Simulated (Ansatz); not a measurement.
# CH8N2OSi: the cost of one run

Program: Ansatz 0.2.0, Gaussian basis. Level of theory: functionals in def2-TZVPP, the program's frozen cores in correlated methods. These are calculated values, not measurements.

The runs, in order: PBE-D4, r2SCAN-D4, PBE0-D4, B3LYP-D4, ωB97X-V, ωB97M-V, B2PLYP; CCSD(T)/def2-TZVPP; MP2/def2-QZVPP; extrapolation to the limit.

## Step 1: Structure used throughout

The geometry comes from an earlier relaxation with PBE0-D4 in a triple-zeta def2 set; it is a stationary point, not always the lowest conformer.

13 atoms, charge 0, spin multiplicity 1.

Atoms are counted from 1 here; the program's logs count them from 0.

Bond lengths: N1–C2 1.441 Å, N1–H6 1.015 Å, N1–H7 1.013 Å, C2–O3 1.410 Å, C2–N4 1.432 Å, C2–H8 1.100 Å, O3–H9 0.963 Å, N4–Si5 1.730 Å, N4–H10 1.012 Å, Si5–H11 1.490 Å, Si5–H12 1.486 Å, Si5–H13 1.486 Å. Angles: C2–N1–H6 109.8°, C2–N1–H7 110.2°, H6–N1–H7 108.0°, N1–C2–O3 107.8°, N1–C2–N4 115.3°, N1–C2–H8 107.3°, O3–C2–N4 109.0°, O3–C2–H8 110.4°, N4–C2–H8 106.9°, C2–O3–H9 106.6°, C2–N4–Si5 122.0°, C2–N4–H10 111.5°, Si5–N4–H10 116.7°, N4–Si5–H11 116.0°, N4–Si5–H12 107.5°, N4–Si5–H13 106.7°, H11–Si5–H12 107.9°, H11–Si5–H13 108.1° and more.

Coordinates:

```
N    -1.01965   -0.86409    1.57038
C    -0.42344   -0.62273    0.28113
O     0.40035   -1.72528   -0.02734
N     0.34869    0.57860    0.17843
Si    0.67619    1.33121   -1.34462
H    -0.29655   -0.89907    2.28162
H    -1.65574   -0.11294    1.80820
H    -1.24303   -0.53984   -0.44749
H    -0.09813   -2.51577    0.20553
H     1.09065    0.60243    0.86648
H     1.66943    0.64080   -2.21488
H     1.18724    2.69820   -1.06553
H    -0.61551    1.39358   -2.07709
```

## Step 2: PBE-D4 (GGA)

in.yaml

```yaml
crystal:
  periodic: [false, false, false]
  atoms:
    - {symbol: N, position_ang: [-1.019650, -0.864088, 1.570383]}
    - {symbol: C, position_ang: [-0.423442, -0.622732, 0.281132]}
    - {symbol: O, position_ang: [0.400349, -1.725284, -0.027343]}
    - {symbol: N, position_ang: [0.348689, 0.578604, 0.178425]}
    - {symbol: Si, position_ang: [0.676185, 1.331208, -1.344616]}
    - {symbol: H, position_ang: [-0.296550, -0.899071, 2.281617]}
    - {symbol: H, position_ang: [-1.655737, -0.112936, 1.808199]}
    - {symbol: H, position_ang: [-1.243027, -0.539842, -0.447493]}
    - {symbol: H, position_ang: [-0.098126, -2.515771, 0.205531]}
    - {symbol: H, position_ang: [1.090646, 0.602428, 0.866476]}
    - {symbol: H, position_ang: [1.669429, 0.640800, -2.214883]}
    - {symbol: H, position_ang: [1.187244, 2.698203, -1.065535]}
    - {symbol: H, position_ang: [-0.615511, 1.393581, -2.077095]}
basis:
  gaussian: {orbitals: def2-TZVPP}
hamiltonian: {xc: pbe, dispersion: d4}
output: {forces: true, orbitals: {seedname: orbitals}}
```

On the command line:

```console
ansatz run in.yaml --threads 4 --pin off --events-out ev --progress --plain --max-ram 10444MiB
```

Q: Estimate wall time and peak memory on 4 threads of Arm Neoverse V1, shared host.

About 3 s, with a peak of 0.37 GiB.
